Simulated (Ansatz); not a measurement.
# F₂H₂S₂Si₂: an energy map over bond length Si4–H8 and angle H8–Si4–S6

Aim: map the energy of F₂H₂S₂Si₂, SMILES F[SiH]1S[SiH](F)S1 over two coordinates, and find its wells, ridges and stiffness.

Computed with Ansatz 0.2.0. Level: RKS B3LYP-D4/def2-SVP.

### 1 Starting geometry

SMILES `F[SiH]1S[SiH](F)S1`, 8 atoms, charge 0, spin multiplicity 1.

Atoms are counted from 1 here; the program's logs count them from 0.

Bond lengths: F1–Si2 1.633 Å, Si2–S3 2.154 Å, Si2–S6 2.154 Å, Si2–H7 1.492 Å, S3–Si4 2.154 Å, Si4–F5 1.633 Å, Si4–S6 2.154 Å, Si4–H8 1.492 Å. Angles: F1–Si2–S3 111.0°, F1–Si2–S6 111.0°, F1–Si2–H7 105.8°, S3–Si2–S6 100.3°, S3–Si2–H7 114.4°, S6–Si2–H7 114.4°, Si2–S3–Si4 79.7°, S3–Si4–F5 111.0°, S3–Si4–S6 100.4°, S3–Si4–H8 114.4°, F5–Si4–S6 111.0°, F5–Si4–H8 105.8°, S6–Si4–H8 114.4°, Si2–S6–Si4 79.7°.

Coordinates:

```
F    -0.2484   -2.2007    1.4802
Si    0.4710   -0.8097    1.0171
S     0.9442   -0.8478   -1.0843
Si   -0.4477    0.7954   -1.0308
F     0.2705    2.1863   -1.4953
S    -0.9204    0.8341    1.0705
H     1.6532   -0.6451    1.9120
H    -1.6303    0.6306   -1.9251
```

This geometry comes from a loose relaxation at PBE in a small basis, which is not shown.

### 2 Geometry optimisation

The input, input.yaml:

```yaml
crystal:
  periodic: [false, false, false]
  atoms:
    - { symbol: F, position_ang: [-0.248407, -2.200736, 1.480221] }
    - { symbol: Si, position_ang: [0.471019, -0.809748, 1.017125] }
    - { symbol: S, position_ang: [0.944245, -0.847841, -1.084302] }
    - { symbol: Si, position_ang: [-0.447715, 0.795384, -1.030778] }
    - { symbol: F, position_ang: [0.270465, 2.186262, -1.495279] }
    - { symbol: S, position_ang: [-0.920431, 0.834115, 1.070453] }
    - { symbol: H, position_ang: [1.653188, -0.645113, 1.912] }
    - { symbol: H, position_ang: [-1.630265, 0.630577, -1.92514] }
basis:
  gaussian: { orbitals: def2-SVP }
hamiltonian:
  xc: { name: B3LYP }
  dispersion: d4
output:
  forces: true
relax:
  f_tol: 0.003
  max_steps: 120
```

On the command line:

```sh
$ ansatz run input.yaml --threads 1 --pin off --max-ram 2560MiB --backend cpu --events-out ev --progress --plain --runs-dir out
```

The program printed, shortened:

```text
Warning: RAYON_NUM_THREADS=1 ignored (pool sized by the plan → 1); use --threads N
[...]
Functional definition: B3LYP
[...]
1078 factors; integrals over basis functions are off by at most 3.0e-4 eV
[...]
mean field -42884.15647225 eV, -1575.9636824300 hartree, gradient 1.8e-5 eV, S^2 0.000000; 0 other end points of the search recorded, 0 dependent functions left out
[...]
reference -42884.15671407 eV, -1575.9636913165 hartree; 40, 40 occupied and 70, 70 virtual orbitals, 1078 factors
relax step   1: F+E_penalty+E_count = -42884.68620275 eV  Δ(F+E_penalty+E_count) = +0.000e0 eV  max|allowed force component| = 3.548e-1 eV/Å  Δτ_max = 0.0000 Å  (23 SCF iters, accepted)
[...]
relax step   4: F+E_penalty+E_count = -42884.70018429 eV  Δ(F+E_penalty+E_count) = -1.235e-4 eV  max|allowed force component| = 5.131e-3 eV/Å  Δτ_max = 0.0023 Å  (20 SCF iters, accepted)
[...]
relax step   5: F+E_penalty+E_count = -42884.70018686 eV  Δ(F+E_penalty+E_count) = -2.568e-6 eV  max|allowed force component| = 8.754e-4 eV/Å  Δτ_max = 0.0005 Å  (18 SCF iters, accepted)
1078 factors; integrals over basis functions are off by at most 3.0e-4 eV
mean field -42884.16914765 eV, -1575.9641482421 hartree, gradient 1.0e-5 eV, S^2 0.000000; 1 other end points of the search recorded, 0 dependent functions left out
[...]
reference -42884.16938964 eV, -1575.9641571353 hartree; 40, 40 occupied and 70, 70 virtual orbitals, 1078 factors
Total energy: -42884.70042885 eV, -1575.9836724664 hartree
Atom 0 at    -0.240700    -2.195542     1.483034 Å, force     0.000334     0.000854    -0.000415 eV/Å
Atom 1 at     0.476472    -0.815897     1.026697 Å, force     0.000191    -0.000592     0.000749 eV/Å
Atom 2 at     0.934983    -0.839933    -1.073941 Å, force     0.000584    -0.000641    -0.000766 eV/Å
Atom 3 at    -0.453419     0.801629    -1.040616 Å, force    -0.000165     0.000755    -0.000606 eV/Å
Atom 4 at     0.263500     2.181325    -1.497187 Å, force    -0.000296    -0.000875     0.000390 eV/Å
Atom 5 at    -0.911706     0.825854     1.060073 Å, force    -0.000676     0.000497     0.000687 eV/Å
Atom 6 at     1.647046    -0.652686     1.912275 Å, force     0.000224    -0.000266     0.000370 eV/Å
Atom 7 at    -1.624077     0.638150    -1.926035 Å, force    -0.000195     0.000268    -0.000410 eV/Å
Dipole moment:     0.000019    -0.000030     0.000022 e Å
```

Run time: 28 s. Hardware: 1 thread of Arm Neoverse V2, shared host; peak memory 0.27 GiB.

Along the way:

```csv
step,energy from step 1 (eV),largest force component (eV/Å)
1,0.0000,0.3548
2,-0.0080,0.2077
3,-0.0139,0.0527
4,-0.0140,0.0051
5,-0.0140,0.0009
```

Distances of close pairs at the start and the end, largest changes first:

```csv
bond,before (Å),after (Å),change (Å)
Si4–H8,1.492,1.477,-0.015
Si2–H7,1.492,1.477,-0.015
F1–Si2,1.633,1.620,-0.013
Si4–F5,1.633,1.620,-0.012
Si2–S3,2.154,2.150,-0.004
Si2–S6,2.154,2.150,-0.004
S3–Si4,2.154,2.150,-0.004
Si4–S6,2.154,2.150,-0.004
```

### 3 Setting up the map

First coordinate, bond length Si4–H8: 11 values from 1.300 to 1.846 Å. Second coordinate, angle H8–Si4–S6: 11 values from 79.7 to 149.7 °.

Nothing else is relaxed (all other coordinates rigid). Energies count from the relaxed molecule at the same level.

Of the runs on the grid, 3 are shown in the steps below; the others differ only in the two coordinates.

### 4 Grid point bond length Si4–H8 = 1.354 Å, angle H8–Si4–S6 = 79.7°

The input, input.yaml:

```yaml
crystal:
  periodic: [false, false, false]
  atoms:
    - { symbol: F, position_ang: [-0.2407, -2.195542, 1.483034] }
    - { symbol: Si, position_ang: [0.476472, -0.815897, 1.026697] }
    - { symbol: S, position_ang: [0.934983, -0.839933, -1.073941] }
    - { symbol: Si, position_ang: [-0.453419, 0.801629, -1.040616] }
    - { symbol: F, position_ang: [0.2635, 2.181325, -1.497187] }
    - { symbol: S, position_ang: [-0.911706, 0.825854, 1.060073] }
    - { symbol: H, position_ang: [1.647046, -0.652686, 1.912275] }
    - { symbol: H, position_ang: [-1.79807, 0.648937, -1.084396] }
basis:
  gaussian: { orbitals: def2-SVP }
hamiltonian:
  xc: { name: B3LYP }
  dispersion: d4
output:
  forces: true
```

On the command line:

```sh
$ ansatz run input.yaml --threads 1 --pin off --max-ram 2560MiB --backend cpu --events-out ev --progress --plain --runs-dir out
```

The program printed, shortened:

```text
Warning: RAYON_NUM_THREADS=1 ignored (pool sized by the plan → 1); use --threads N
[...]
[... 1 set-up line as earlier in the session ...]
[...]
1004 factors; integrals over basis functions are off by at most 1.2e-3 eV
[...]
mean field -42883.09304130 eV, -1575.9246020633 hartree, gradient 2.8e-5 eV, S^2 0.000000; 0 other end points of the search recorded, 0 dependent functions left out
[...]
reference -42883.09328188 eV, -1575.9246109044 hartree; 40, 40 occupied and 70, 70 virtual orbitals, 1004 factors
Total energy: -42883.62950053 eV, -1575.9443165764 hartree
Atom 0 at    -0.240700    -2.195542     1.483034 Å, force     0.039479    -0.067652    -0.061528 eV/Å
Atom 1 at     0.476472    -0.815897     1.026697 Å, force    -0.401532     0.497431     0.508741 eV/Å
Atom 2 at     0.934983    -0.839933    -1.073941 Å, force    -0.092437     0.061106    -0.522580 eV/Å
Atom 3 at    -0.453419     0.801629    -1.040616 Å, force     2.666535     0.272507     1.632558 eV/Å
Atom 4 at     0.263500     2.181325    -1.497187 Å, force    -0.321640    -0.197300    -0.425194 eV/Å
Atom 5 at    -0.911706     0.825854     1.060073 Å, force     0.940839    -0.223039     1.317595 eV/Å
Atom 6 at     1.647046    -0.652686     1.912275 Å, force     0.114239    -0.118868    -0.074727 eV/Å
Atom 7 at    -1.798070     0.648937    -1.084396 Å, force    -2.945484    -0.224184    -2.374865 eV/Å
Dipole moment:     0.024026     0.003391    -0.214080 e Å
```

It took 4.7 s on 1 thread of Arm Neoverse V2, shared host; peak memory 0.24 GiB.

Energy on the map's scale: 103 kJ/mol.

### 5 Grid point bond length Si4–H8 = 1.464 Å, angle H8–Si4–S6 = 114.7°

Edit input.yaml of step 4 so:

```diff
@@ -10,3 +10,3 @@
     - { symbol: H, position_ang: [1.647046, -0.652686, 1.912275] }
-    - { symbol: H, position_ang: [-1.79807, 0.648937, -1.084396] }
+    - { symbol: H, position_ang: [-1.614022, 0.639565, -1.918131] }
 basis:
```

On the command line:

```sh
$ ansatz run input.yaml --threads 1 --pin off --max-ram 2560MiB --backend cpu --events-out ev --progress --plain --runs-dir out
```

The program printed, shortened:

```text
Warning: RAYON_NUM_THREADS=1 ignored (pool sized by the plan → 1); use --threads N
[...]
[... 1 set-up line as earlier in the session ...]
[...]
1004 factors; integrals over basis functions are off by at most 1.2e-3 eV
[...]
mean field -42884.16737597 eV, -1575.9640831344 hartree, gradient 2.3e-5 eV, S^2 0.000000; 0 other end points of the search recorded, 0 dependent functions left out
[...]
reference -42884.16761753 eV, -1575.9640920116 hartree; 40, 40 occupied and 70, 70 virtual orbitals, 1004 factors
Total energy: -42884.69882287 eV, -1575.9836134476 hartree
Atom 0 at    -0.240700    -2.195542     1.483034 Å, force     0.000102     0.000241    -0.000183 eV/Å
Atom 1 at     0.476472    -0.815897     1.026697 Å, force     0.000326     0.000951     0.000018 eV/Å
Atom 2 at     0.934983    -0.839933    -1.073941 Å, force     0.001361    -0.001336     0.000683 eV/Å
Atom 3 at    -0.453419     0.801629    -1.040616 Å, force     0.192012     0.028240     0.144882 eV/Å
Atom 4 at     0.263500     2.181325    -1.497187 Å, force     0.003471     0.002046     0.001205 eV/Å
Atom 5 at    -0.911706     0.825854     1.060073 Å, force     0.000589    -0.000538     0.002167 eV/Å
Atom 6 at     1.647046    -0.652686     1.912275 Å, force     0.000378    -0.000564     0.000659 eV/Å
Atom 7 at    -1.614022     0.639565    -1.918131 Å, force    -0.198237    -0.029040    -0.149431 eV/Å
Dipole moment:    -0.002499     0.000310    -0.002498 e Å
```

Wall time 5.4 s (1 thread of Arm Neoverse V2, shared host); peak memory 0.24 GiB.

On the map this point reads 0.15 kJ/mol.

### 6 Point bond length Si4–H8 = 1.573 Å, angle H8–Si4–S6 = 93.7°

Edit input.yaml of step 5 so:

```diff
@@ -10,3 +10,3 @@
     - { symbol: H, position_ang: [1.647046, -0.652686, 1.912275] }
-    - { symbol: H, position_ang: [-1.614022, 0.639565, -1.918131] }
+    - { symbol: H, position_ang: [-1.955399, 0.617353, -1.470067] }
 basis:
```

On the command line:

```sh
$ ansatz run input.yaml --threads 1 --pin off --max-ram 2560MiB --backend cpu --events-out ev --progress --plain --runs-dir out
```

The program printed, shortened:

```text
Warning: RAYON_NUM_THREADS=1 ignored (pool sized by the plan → 1); use --threads N
[...]
[... 1 set-up line as earlier in the session ...]
[...]
1006 factors; integrals over basis functions are off by at most 1.2e-3 eV
[...]
mean field -42883.78251291 eV, -1575.9499396777 hartree, gradient 2.4e-5 eV, S^2 0.000000; 0 other end points of the search recorded, 0 dependent functions left out
[...]
reference -42883.78275691 eV, -1575.9499486447 hartree; 40, 40 occupied and 70, 70 virtual orbitals, 1006 factors
Total energy: -42884.31493451 eV, -1575.9695058107 hartree
Atom 0 at    -0.240700    -2.195542     1.483034 Å, force     0.030902    -0.036346    -0.040929 eV/Å
Atom 1 at     0.476472    -0.815897     1.026697 Å, force    -0.267897     0.303099     0.331343 eV/Å
Atom 2 at     0.934983    -0.839933    -1.073941 Å, force    -0.049571     0.049325    -0.381952 eV/Å
Atom 3 at    -0.453419     0.801629    -1.040616 Å, force    -1.675550    -0.218673     0.624067 eV/Å
Atom 4 at     0.263500     2.181325    -1.497187 Å, force    -0.261076    -0.189171    -0.316979 eV/Å
Atom 5 at    -0.911706     0.825854     1.060073 Å, force     0.502563    -0.136008     0.510148 eV/Å
Atom 6 at     1.647046    -0.652686     1.912275 Å, force     0.068863    -0.071527    -0.056439 eV/Å
Atom 7 at    -1.955399     0.617353    -1.470067 Å, force     1.651768     0.299302    -0.669259 eV/Å
Dipole moment:     0.054235    -0.000376    -0.112329 e Å
```

Run time: 4.7 s. Hardware: 1 thread of Arm Neoverse V2, shared host; peak memory 0.24 GiB.

Energy on the map's scale: 37 kJ/mol.

### 7 The map

121 points were computed. Energies in kJ/mol, from the relaxed molecule at the same level:

```tsv
angle H8–Si4–S6 (°) ↓, bond length Si4–H8 (Å) →	1.300	1.354	1.409	1.464	1.518	1.573	1.628	1.682	1.737	1.791	1.846
149.7	121	99	85	79	79	83	90	100	112	125	138
142.7	91	69	56	51	51	56	64	74	87	100	114
135.7	68	46	34	29	29	34	43	54	67	81	96
128.7	51	30	18	13	14	19	28	40	53	68	83
121.7	41	20	8	3	5	10	19	31	45	59	75
114.7	37	17	5	0	1	7	17	28	42	57	72
107.7	40	20	8	3	5	11	20	32	46	60	76
100.7	50	30	18	13	15	20	30	41	55	70	85
93.7	67	47	35	30	31	37	46	58	71	86	100
86.7	92	71	59	55	56	61	70	81	95	108	123
79.7	124	103	91	87	88	93	102	113	126	139	153
```

The largest force on an atom (eV/Å) at each point:

```tsv
angle H8–Si4–S6 (°) ↓, bond length Si4–H8 (Å) →	1.300	1.354	1.409	1.464	1.518	1.573	1.628	1.682	1.737	1.791	1.846
149.7	5.66	3.93	2.67	1.96	2.27	2.75	3.17	3.47	3.67	3.74	3.80
142.7	5.43	3.64	2.32	1.57	1.93	2.44	2.87	3.19	3.40	3.49	3.56
135.7	5.25	3.41	2.00	1.19	1.56	2.10	2.56	2.91	3.13	3.23	3.32
128.7	5.11	3.23	1.74	0.81	1.19	1.79	2.29	2.65	2.89	3.00	3.10
121.7	5.02	3.11	1.57	0.46	0.87	1.54	2.08	2.46	2.73	2.85	2.93
114.7	4.98	3.06	1.49	0.25	0.71	1.46	2.04	2.46	2.74	2.86	2.94
107.7	4.98	3.07	1.54	0.49	0.80	1.51	2.07	2.48	2.75	2.87	2.94
100.7	5.03	3.15	1.69	0.83	1.03	1.62	2.14	2.53	2.78	2.88	2.95
93.7	5.13	3.31	1.94	1.23	1.34	1.81	2.26	2.60	2.83	2.91	2.97
86.7	5.27	3.52	2.27	1.67	1.71	2.06	2.44	2.76	2.96	3.03	3.07
79.7	5.46	3.79	2.65	2.13	2.12	2.37	2.66	2.90	3.08	3.13	3.16
```

### 8 Summary of results

| quantity | value |
| --- | --- |
| lowest point | bond length Si4–H8 = 1.464 Å, angle H8–Si4–S6 = 114.7°, 0.15 kJ/mol |
| highest computed point | bond length Si4–H8 = 1.846 Å, angle H8–Si4–S6 = 79.7°, 153 kJ/mol above the lowest |
| largest force on an atom (eV/Å) | 0.25 at bond length Si4–H8 = 1.464 Å, angle H8–Si4–S6 = 114.7° to 5.66 at bond length Si4–H8 = 1.300 Å, angle H8–Si4–S6 = 149.7°; 0.25 at the lowest point |
| time for the whole task | 11 min on 1 thread, shared host |

What this shows: The lowest computed point is at bond length Si4–H8 = 1.464 Å, angle H8–Si4–S6 = 114.7°, 0.15 kJ/mol from the relaxed molecule at the same level. The grid is coarse, so the lowest point of the scanned range may lie between grid points; coordinates that were held can hide deeper minima. The grid shows no other well, apart from its symmetry copies. The highest computed point, bond length Si4–H8 = 1.846 Å, angle H8–Si4–S6 = 79.7°, lies 153 kJ/mol above the lowest. Round the minimum the two coordinates are nearly uncoupled.
